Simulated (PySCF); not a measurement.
# isopropyldifluoroborane (C3H7BF2): a tour of settings

Aim: see how isopropyldifluoroborane (C3H7BF2) (`CC(C)B(F)F`) answers to the choice of functional, basis, grid and SCF options.

Programs: PySCF 2.14.0, with density-fitted response routines of our own. Each step states its level of theory. These are calculated values for one molecule, in the gas phase or a continuum, unless marked as measured. Atoms are numbered from 0 throughout.

**1. Starting geometry**

13 atoms, charge 0, multiplicity 1; geometry from: GFN2-xTB.

Bonds of the start (Å): C0–C1 1.54, C1–C2 1.53, C1–B3 1.59, B3–F4 1.32, B3–F5 1.32, C0–H6 1.09, C0–H7 1.09, C0–H8 1.09, C1–H9 1.10, C2–H10 1.09, C2–H11 1.09, C2–H12 1.09.

**2. Nuclear shieldings: PBE0/pcSseg-1**

The job: settings as JSON, then the geometry in Å.

```
{"job": {"kind": "nmr", "xc": "PBE0", "basis": "pcSseg-1"}, "charge": 0, "multiplicity": 1}
C     -0.842889    -1.075770     0.354312
C     -0.024503    -0.015527    -0.406019
C      1.431281    -0.026943     0.073105
B     -0.711758     1.411215    -0.292396
F     -0.131504     2.474543     0.224887
F     -1.940125     1.638376    -0.717165
H     -0.406361    -2.060793     0.205532
H     -1.871455    -1.091453     0.002789
H     -0.845835    -0.857369     1.419745
H     -0.035768    -0.308338    -1.463703
H      1.485585     0.243515     1.124661
H      1.862733    -1.017505    -0.052285
H      2.026210     0.686536    -0.491192
```

Level: GIAO PBE0/pcSseg-1 NMR shielding, non-relativistic, gas phase.

Launch:

```
$ OMP_NUM_THREADS=1 python probes_run.py task.json out
```

The driver reads the jobs from task.json and runs them one after another.

Standard output:

```text
coarse grid: 10856 points
cycle   1  E = -342.6773967907  dE =  4.855e-01  |g| = 6.553e-01  |ddm| = 2.949e+00
cycle   2  E = -342.6335877744  dE =  4.381e-02  |g| = 8.757e-01  |ddm| = 8.153e-01
cycle   3  E = -342.7543612757  dE = -1.208e-01  |g| = 5.105e-02  |ddm| = 4.443e-01
cycle   4  E = -342.7548077961  dE = -4.465e-04  |g| = 2.504e-02  |ddm| = 5.134e-02
cycle   5  E = -342.7549456323  dE = -1.378e-04  |g| = 3.391e-03  |ddm| = 1.979e-02
cycle   6  E = -342.7549481975  dE = -2.565e-06  |g| = 6.647e-04  |ddm| = 3.650e-03
final grid: 105648 points
cycle   7  E = -342.7995262498  dE = -6.048e-05  |g| = 7.524e-03  |ddm| = 2.188e-02
cycle   8  E = -342.7995218388  dE =  4.411e-06  |g| = 8.602e-03  |ddm| = 1.209e-02
cycle   9  E = -342.7995402969  dE = -1.846e-05  |g| = 4.413e-04  |ddm| = 6.472e-03
cycle  10  E = -342.7995403250  dE = -2.809e-08  |g| = 2.200e-04  |ddm| = 4.323e-04
cycle  11  E = -342.7995403318  dE = -6.819e-09  |g| = 5.733e-05  |ddm| = 1.287e-04
cycle  12  E = -342.7995403324  dE = -5.615e-10  |g| = 1.020e-05  |ddm| = 4.376e-05
converged SCF energy = -342.7995403324

GIAO shielding tensors (ppm)
atom      isotropic    diamagn.    paramagn.     s11        s22        s33       span
  0 C      167.626     247.625     -79.999    150.688    164.396    187.796     37.108
  1 C      169.916     252.048     -82.132    161.761    170.901    177.088     15.327
  2 C      167.959     247.785     -79.827    155.645    161.984    186.247     30.602
  3 B       71.696     193.763    -122.067     44.029     79.137     91.923     47.893
  4 F      243.710     468.688    -224.978     63.143    289.941    378.046    314.903
  5 F      244.218     468.401    -224.183     65.094    294.839    372.721    307.627
  6 H       30.552      30.297       0.255     26.439     28.324     36.894     10.454
  7 H       30.262      30.083       0.179     25.351     28.482     36.953     11.602
  8 H       30.873      30.809       0.064     27.195     28.815     36.608      9.414
  9 H       30.460      32.050      -1.589     26.501     28.681     36.200      9.699
 10 H       30.726      30.894      -0.169     27.361     28.634     36.183      8.822
 11 H       30.788      30.428       0.360     26.472     28.715     37.176     10.704
 12 H       30.376      30.110       0.266     25.840     28.030     37.257     11.417
```

Wall time 28 s (1 thread, shared host).

The references, computed at this level on geometries of the same kind, shield at (ppm): 1H TMS 31.72, 13C TMS 186.9, 19F CFCl3 170.9, 11B BF3·OEt2 100.1. Their shielding less the atom's gives the shift. The references are single molecules in the gas phase, so shifts against H2O, NH3, PH3, H3PO4 or CFCl3 are not on the usual liquid scales and can be off by tens of ppm. Atoms listed in one row are averaged.

| atoms | environment | σ (ppm) | δ (ppm) | δ scaled to CDCl3 |
| --- | --- | --- | --- | --- |
| C0, C2 | methyl carbon | 167.8 | 19.1 | 16.8 |
| C1 | sp3 CH bonded to B | 169.9 | 17.0 | 14.7 |
| H9 | hydrogen on an sp3 CH bonded to B | 30.46 | 1.26 | 1.29 |
| H6, H7, H8, H10, H11, H12 | hydrogen on a methyl carbon | 30.60 | 1.12 | 1.16 |
| B3 | boron bonded to C, 2 F | 71.7 | 28.4 | – |
| F4, F5 | fluorine bonded to B | 244.0 | -73.0 | – |

The scaled column applies a straight-line fit of computed shieldings to shifts measured in CDCl3, and one for carbons that bear F (root-mean-square error 0.16 ppm for H, 1.9 ppm for C).

Charges from the same density, by scheme (e):

| atoms | Mulliken | IAO | Hirshfeld | ESP fit |
| --- | --- | --- | --- | --- |
| C0, C2 | -0.24 | -0.41 | -0.12 | -0.44 |
| C1 | -0.56 | -0.29 | -0.09 | 0.24 |
| B3 | 0.78 | 0.73 | 0.32 | 0.59 |
| F4, F5 | -0.29 | -0.31 | -0.14 | -0.28 |

Mayer bond orders: C0–C1 1.03, C1–C2 1.02, C1–B3 0.94, B3–F4 1.13, B3–F5 1.12.

**3. Ultraviolet spectrum: PBE0/def2-SVPD**

Settings changed since step 2:

```diff
@@ -1,2 +1,2 @@
-{"job": {"kind": "nmr", "xc": "PBE0", "basis": "pcSseg-1"}, "charge": 0, "multiplicity": 1}
+{"job": {"kind": "uv", "xc": "PBE0", "basis": "def2-SVPD", "nstates": 6, "ntriplets": 2}, "charge": 0, "multiplicity": 1}
 C     -0.842889    -1.075770     0.354312
```

Method: TDDFT PBE0/def2-SVPD, vertical, gas phase, core orbitals frozen in the response.

Standard output:

```text
coarse grid: 10856 points
cycle   1  E = -342.4741016071  dE =  4.429e-01  |g| = 6.108e-01  |ddm| = 4.829e+00
cycle   2  E = -342.4315674270  dE =  4.253e-02  |g| = 8.149e-01  |ddm| = 1.369e+00
cycle   3  E = -342.5462184457  dE = -1.147e-01  |g| = 5.216e-02  |ddm| = 6.756e-01
cycle   4  E = -342.5466917150  dE = -4.733e-04  |g| = 2.353e-02  |ddm| = 8.287e-02
cycle   5  E = -342.5468209280  dE = -1.292e-04  |g| = 3.651e-03  |ddm| = 2.942e-02
cycle   6  E = -342.5468241672  dE = -3.239e-06  |g| = 6.377e-04  |ddm| = 8.196e-03
final grid: 105648 points
cycle   7  E = -342.5923461552  dE = -5.250e-05  |g| = 7.078e-03  |ddm| = 8.966e-02
cycle   8  E = -342.5923417335  dE =  4.422e-06  |g| = 8.218e-03  |ddm| = 1.912e-02
cycle   9  E = -342.5923593751  dE = -1.764e-05  |g| = 4.846e-04  |ddm| = 9.601e-03
cycle  10  E = -342.5923594137  dE = -3.864e-08  |g| = 2.088e-04  |ddm| = 7.750e-04
cycle  11  E = -342.5923594205  dE = -6.753e-09  |g| = 5.078e-05  |ddm| = 2.179e-04
cycle  12  E = -342.5923594210  dE = -5.037e-10  |g| = 9.159e-06  |ddm| = 9.395e-05
converged SCF energy = -342.5923594210

Static polarisability (au): isotropic 50.475, principal 45.002 52.990 53.432

Singlet excitations
state   eV       nm        f      main configurations
  1   7.6722    161.6   0.01644   H->L 0.94
  2   8.3621    148.3   0.00619   H->L+1 0.86
  3   8.4332    147.0   0.00501   H-1->L 0.60, H-2->L 0.32
  4   8.5654    144.8   0.03557   H-2->L 0.59, H-1->L 0.37
  5   9.1245    135.9   0.01512   H-1->L+1 0.94
  6   9.1591    135.4   0.00990   H-2->L+1 0.92

Triplet excitations (Tamm-Dancoff, eV): 6.8584 8.1029
```

Wall time 34 s (1 thread, shared host).

Frontier orbitals and where they lie:

| orbital | eV | atoms |
| --- | --- | --- |
| HOMO−3 | -11.04 | C2 27 %, C0 21 %, H11 12 % |
| HOMO−2 | -9.85 | C1 27 %, C2 19 %, C0 15 % |
| HOMO−1 | -9.81 | C0 25 %, C2 25 %, C1 20 % |
| HOMO | -9.13 | C1 28 %, B3 16 %, C0 11 % |
| LUMO | 0.04 | B3 33 %, F4 12 %, C1 12 % |
| LUMO+1 | 0.47 | B3 49 %, F4 9 %, F5 8 % |
| LUMO+2 | 1.36 | C2 23 %, H11 18 %, B3 13 % |

With each of the 6 states as a Gaussian band of 0.4 eV half-width at 1/e, the curve within the window shown has maxima at 160 nm (ε 700), 145 nm (ε 1,900) L/(mol cm). Beyond the last state computed it falls off for lack of states. The curve at chosen wavelengths:

| nm | ε (L/mol/cm) |
| --- | --- |
| 131 | 543 |
| 133 | 873 |
| 135 | 1148 |
| 136 | 1249 |
| 138 | 1412 |
| 140 | 1594 |
| 142 | 1805 |
| 143 | 1891 |
| 145 | 1947 |
| 147 | 1794 |
| 149 | 1478 |
| 150 | 1297 |
| 152 | 971 |
| 154 | 760 |
| 156 | 678 |
| 157 | 672 |
| 159 | 691 |
| 161 | 699 |
| 163 | 660 |
| 164 | 621 |
| 166 | 513 |
| 168 | 387 |
| 170 | 267 |
| 171 | 216 |
| 173 | 132 |
| 175 | 75 |

Ground-state properties from the same run:

| property | computed |
| --- | --- |
| dipole moment (D) | 1.79 |
| polarisability (Å³) | 7.48 |
| HOMO–LUMO gap (eV) | 9.17 |
| −ε(HOMO) (eV) | 9.13 |

**4. Nuclear shieldings: mPW1PW91/STO-3G**

Settings changed since step 3:

```diff
@@ -1,2 +1,2 @@
-{"job": {"kind": "uv", "xc": "PBE0", "basis": "def2-SVPD", "nstates": 6, "ntriplets": 2}, "charge": 0, "multiplicity": 1}
+{"job": {"kind": "nmr", "xc": "mPW1PW91", "basis": "STO-3G", "pop": false}, "charge": 0, "multiplicity": 1}
 C     -0.842889    -1.075770     0.354312
```

With the program's defaults for keys left out, this is: GIAO mPW1PW91/STO-3G NMR shielding, non-relativistic, gas phase.

Standard output:

```text
coarse grid: 10856 points
cycle   1  E = -338.4886739828  dE =  5.205e-01  |g| = 5.045e-01  |ddm| = 4.265e+00
cycle   2  E = -338.4907316453  dE = -2.058e-03  |g| = 5.620e-01  |ddm| = 1.366e+00
cycle   3  E = -338.5859051477  dE = -9.517e-02  |g| = 3.812e-02  |ddm| = 6.678e-01
cycle   4  E = -338.5863291300  dE = -4.240e-04  |g| = 1.051e-02  |ddm| = 6.391e-02
cycle   5  E = -338.5863623383  dE = -3.321e-05  |g| = 1.153e-03  |ddm| = 1.533e-02
cycle   6  E = -338.5863627205  dE = -3.822e-07  |g| = 4.330e-04  |ddm| = 2.064e-03
final grid: 105648 points
cycle   7  E = -338.5496423928  dE = -5.948e-06  |g| = 2.158e-03  |ddm| = 9.734e-03
cycle   8  E = -338.5496428426  dE = -4.498e-07  |g| = 1.835e-03  |ddm| = 5.355e-03
cycle   9  E = -338.5496438800  dE = -1.037e-06  |g| = 1.455e-04  |ddm| = 2.492e-03
cycle  10  E = -338.5496438866  dE = -6.547e-09  |g| = 3.099e-05  |ddm| = 2.192e-04
cycle  11  E = -338.5496438868  dE = -2.902e-10  |g| = 1.054e-05  |ddm| = 5.138e-05
converged SCF energy = -338.5496438868

GIAO shielding tensors (ppm)
atom      isotropic    diamagn.    paramagn.     s11        s22        s33       span
  0 C      213.840     245.026     -31.186    203.105    208.749    229.667     26.562
  1 C      215.409     243.493     -28.085    205.554    218.245    222.427     16.873
  2 C      214.618     244.896     -30.278    205.254    209.248    229.351     24.098
  3 B      107.300     204.255     -96.955     98.026    106.233    117.642     19.616
  4 F      286.761     453.339    -166.578    101.434    199.389    559.460    458.026
  5 F      288.982     452.907    -163.926    107.426    197.486    562.033    454.607
  6 H       32.208      31.145       1.063     27.007     29.610     40.006     12.998
  7 H       32.101      30.988       1.113     26.468     29.608     40.225     13.757
  8 H       32.585      31.785       0.800     27.919     30.094     39.741     11.822
  9 H       32.243      31.785       0.458     27.301     29.293     40.135     12.833
 10 H       32.259      31.761       0.498     28.066     29.381     39.331     11.265
 11 H       32.299      31.137       1.161     26.939     29.822     40.135     13.196
 12 H       32.119      30.851       1.268     27.073     29.041     40.242     13.169
```

It took 6 s on 1 thread, shared host.

In short: σ C0 214.2, C1 215.4, B3 107.3, F4 287.9, H9 32.24, H6 32.26 ppm (means over like atoms).

**5. Excited states and response: B3LYP/3-21G**

Settings changed since step 4:

```diff
@@ -1,2 +1,2 @@
-{"job": {"kind": "nmr", "xc": "mPW1PW91", "basis": "STO-3G", "pop": false}, "charge": 0, "multiplicity": 1}
+{"job": {"kind": "uv", "xc": "B3LYP", "basis": "3-21G", "nstates": 12, "ntriplets": 2, "tda": true, "scf": {"guess": "huckel"}}, "charge": 0, "multiplicity": 1}
 C     -0.842889    -1.075770     0.354312
```

With the program's defaults for keys left out, this is: TDA B3LYP/3-21G, vertical, gas phase, core orbitals frozen in the response.

Standard output:

```text
final grid: 105648 points
cycle   1  E = -337.1479354795  dE =  1.478e+00  |g| = 4.682e+00  |ddm| = 7.228e+00
cycle   2  E = -329.1032680387  dE =  8.045e+00  |g| = 6.036e+00  |ddm| = 1.161e+01
cycle   3  E = -341.0310414287  dE = -1.193e+01  |g| = 1.063e+00  |ddm| = 1.054e+01
cycle   4  E = -341.2355851569  dE = -2.045e-01  |g| = 7.606e-01  |ddm| = 2.000e+00
cycle   5  E = -341.3560442503  dE = -1.205e-01  |g| = 1.048e-01  |ddm| = 7.048e-01
cycle   6  E = -341.3587507562  dE = -2.707e-03  |g| = 1.960e-02  |ddm| = 1.338e-01
cycle   7  E = -341.3588383121  dE = -8.756e-05  |g| = 9.075e-03  |ddm| = 3.032e-02
cycle   8  E = -341.3588565178  dE = -1.821e-05  |g| = 1.196e-03  |ddm| = 9.024e-03
cycle   9  E = -341.3588568134  dE = -2.957e-07  |g| = 4.964e-04  |ddm| = 1.512e-03
cycle  10  E = -341.3588568469  dE = -3.346e-08  |g| = 1.817e-04  |ddm| = 4.501e-04
cycle  11  E = -341.3588568524  dE = -5.464e-09  |g| = 2.574e-05  |ddm| = 1.754e-04
cycle  12  E = -341.3588568525  dE = -1.737e-10  |g| = 2.668e-06  |ddm| = 4.094e-05
converged SCF energy = -341.3588568525

Static polarisability (au): isotropic 38.216, principal 34.314 39.548 40.786

Singlet excitations
state   eV       nm        f      main configurations
  1   7.9069    156.8   0.02925   H->L 0.97
  2   8.7472    141.7   0.00114   H-1->L 0.52, H-2->L 0.46
  3   8.9334    138.8   0.04122   H-2->L 0.51, H-1->L 0.47
  4   9.3577    132.5   0.00333   H-3->L 0.76, H-4->L 0.17
  5  10.1729    121.9   0.00252   H-4->L 0.80, H-3->L 0.19
  6  10.2850    120.5   0.00139   H->L+1 0.96
  7  10.6065    116.9   0.02519   H-6->L 0.88
  8  10.6763    116.1   0.01913   H-7->L 0.86
  9  11.1132    111.6   0.01860   H-1->L+1 0.85
 10  11.1574    111.1   0.01840   H-2->L+1 0.80, H-5->L 0.10
 11  11.1804    110.9   0.01122   H-5->L 0.52, H-2->L+1 0.15, H-1->L+1 0.12
 12  11.6283    106.6   0.01901   H->L+2 0.72, H->L+3 0.13

Triplet excitations (Tamm-Dancoff, eV): 7.1836 8.5077
```

Run time: 12 s. Hardware: 1 thread, shared host.

This run: HOMO -8.59 eV, LUMO 0.51 eV; lowest singlet 7.91 eV.

**6. NMR shieldings: wB97X/6-31G in acetone**

Settings changed since step 5:

```diff
@@ -1,2 +1,2 @@
-{"job": {"kind": "uv", "xc": "B3LYP", "basis": "3-21G", "nstates": 12, "ntriplets": 2, "tda": true, "scf": {"guess": "huckel"}}, "charge": 0, "multiplicity": 1}
+{"job": {"kind": "nmr", "xc": "wB97X", "basis": "6-31G", "solvent": "acetone", "pop": false}, "charge": 0, "multiplicity": 1}
 C     -0.842889    -1.075770     0.354312
```

With the program's defaults for keys left out, this is: GIAO wB97X/6-31G NMR shielding, non-relativistic, IEF-PCM acetone.

Standard output:

```text
coarse grid: 10856 points
cycle   1  E = -342.9748493345  dE =  8.010e-01  |g| = 6.651e-01  |ddm| = 2.988e+00
cycle   2  E = -342.9986284549  dE = -2.378e-02  |g| = 6.681e-01  |ddm| = 9.069e-01
cycle   3  E = -343.0653598573  dE = -6.673e-02  |g| = 3.168e-02  |ddm| = 4.023e-01
cycle   4  E = -343.0657085255  dE = -3.487e-04  |g| = 1.482e-02  |ddm| = 5.414e-02
cycle   5  E = -343.0657699261  dE = -6.140e-05  |g| = 2.708e-03  |ddm| = 1.718e-02
cycle   6  E = -343.0657726744  dE = -2.748e-06  |g| = 4.469e-04  |ddm| = 4.708e-03
final grid: 105648 points
cycle   7  E = -343.0400754608  dE = -6.958e-05  |g| = 6.179e-03  |ddm| = 2.537e-02
cycle   8  E = -343.0400779649  dE = -2.504e-06  |g| = 5.940e-03  |ddm| = 8.389e-03
cycle   9  E = -343.0400834032  dE = -5.438e-06  |g| = 3.630e-04  |ddm| = 3.551e-03
cycle  10  E = -343.0400834466  dE = -4.348e-08  |g| = 2.079e-04  |ddm| = 6.635e-04
cycle  11  E = -343.0400834573  dE = -1.070e-08  |g| = 2.054e-05  |ddm| = 1.925e-04
cycle  12  E = -343.0400834575  dE = -1.637e-10  |g| = 1.064e-05  |ddm| = 4.556e-05
converged SCF energy = -343.0400834575

GIAO shielding tensors (ppm)
atom      isotropic    diamagn.    paramagn.     s11        s22        s33       span
  0 C      186.924     246.336     -59.412    170.886    184.622    205.263     34.377
  1 C      189.338     246.205     -56.866    181.289    190.549    196.177     14.888
  2 C      186.822     246.640     -59.817    174.827    182.096    203.544     28.717
  3 B       87.326     195.926    -108.600     57.106     94.274    110.598     53.492
  4 F      260.496     472.417    -211.921     80.299    301.660    399.528    319.229
  5 F      261.813     471.714    -209.901     84.799    305.679    394.960    310.161
  6 H       31.873      30.401       1.472     27.480     29.815     38.324     10.843
  7 H       31.773      30.286       1.487     26.524     30.054     38.742     12.218
  8 H       32.081      30.477       1.604     28.060     30.060     38.124     10.064
  9 H       31.594      30.814       0.779     27.477     29.388     37.915     10.438
 10 H       32.040      30.702       1.338     28.458     29.920     37.741      9.283
 11 H       32.112      30.549       1.564     27.605     30.164     38.567     10.962
 12 H       31.866      30.333       1.534     27.069     29.559     38.971     11.903
```

Wall time 14 s (1 thread, shared host).

Key values: σ C0 186.9, C1 189.3, B3 87.3, F4 261.2, H9 31.59, H6 31.96 ppm (means over like atoms).

**7. Run by run: NMR shifts**

Isotropic shieldings (ppm), means over like atoms, with basis size and wall time:

| run | C0 | C1 | H9 | H6 | B3 | F4 | functions | time |
| --- | --- | --- | --- | --- | --- | --- | --- | --- |
| PBE0/pcSseg-1 | 167.8 | 169.9 | 30.46 | 30.60 | 71.7 | 244.0 | 137 | 28 s |
| mPW1PW91/STO-3G | 214.2 | 215.4 | 32.24 | 32.26 | 107.3 | 287.9 | 37 | 6 s |
| wB97X/6-31G in acetone | 186.9 | 189.3 | 31.59 | 31.96 | 87.3 | 261.2 | 68 | 14 s |

**8. Comparing the runs: electronic excitations**

Excitations and ground-state properties, with basis size and wall time:

| run | lowest singlet (eV) | brightest (eV) | f | gap (eV) | α (Å³) | μ (D) | functions | time |
| --- | --- | --- | --- | --- | --- | --- | --- | --- |
| PBE0/def2-SVPD | 7.67 | 8.57 | 0.036 | 9.17 | 7.48 | 1.79 | 182 | 34 s |
| B3LYP/3-21G | 7.91 | 8.93 | 0.041 | 9.09 | 5.66 | 1.62 | 68 | 12 s |

**9. Results**

| quantity | value |
| --- | --- |
| 13C shifts against TMS (PBE0/pcSseg-1, means over atoms taken as alike) | 19.1, 17.0 ppm |
| 1H shifts against TMS (PBE0/pcSseg-1, means over atoms taken as alike) | 1.26, 1.12 ppm |
| 11B shifts against BF3·OEt2 (PBE0/pcSseg-1) | 28.4 ppm |
| 19F shifts against CFCl3 (PBE0/pcSseg-1, means over atoms taken as alike) | -73.0 ppm |
| lowest singlet (PBE0/def2-SVPD) | 7.67 eV (162 nm), f = 0.016 |
| brightest single state of those computed | state 4, 8.57 eV, f = 0.036 |
| lowest triplet | 6.86 eV |
| range of the shielding of C0 | 167.8 to 214.2 ppm |
| range of the lowest singlet | 7.67 to 7.91 eV |
| property runs in this session | 5, of which 0 failed and 1 gave unsound results |

**Reading.** Single values in the summary come from the first run of each kind that ended normally (PBE0/pcSseg-1; PBE0/def2-SVPD), which need not be the best level. At PBE0/pcSseg-1: The widest tensor belongs to F4, F5: span 311 ppm, with a paramagnetic part of -225 ppm. The lowest singlet, at 7.67 eV, is HOMO→LUMO 0.94 and is weak; of the 6 states computed, the strongest absorption comes from state 4 at 8.57 eV. The lowest triplet lies 0.81 eV below the lowest singlet (triplets in Tamm-Dancoff, singlets in full TDDFT). In ppm, C0 (with its like atoms) moves most: its shielding spreads over 46.4 ppm, from 167.8 (PBE0/pcSseg-1) to 214.2 (mPW1PW91/STO-3G). A minimal basis is unusable for shieldings, so that end is no result. The lowest singlet runs from 7.67 eV (PBE0/def2-SVPD) to 7.91 eV (B3LYP/3-21G), while the orbital gap spans 9.09 to 9.17 eV. The lowest state need not be the same one in every run. The runs solved for a few states only, so the brightest column depends on that window.
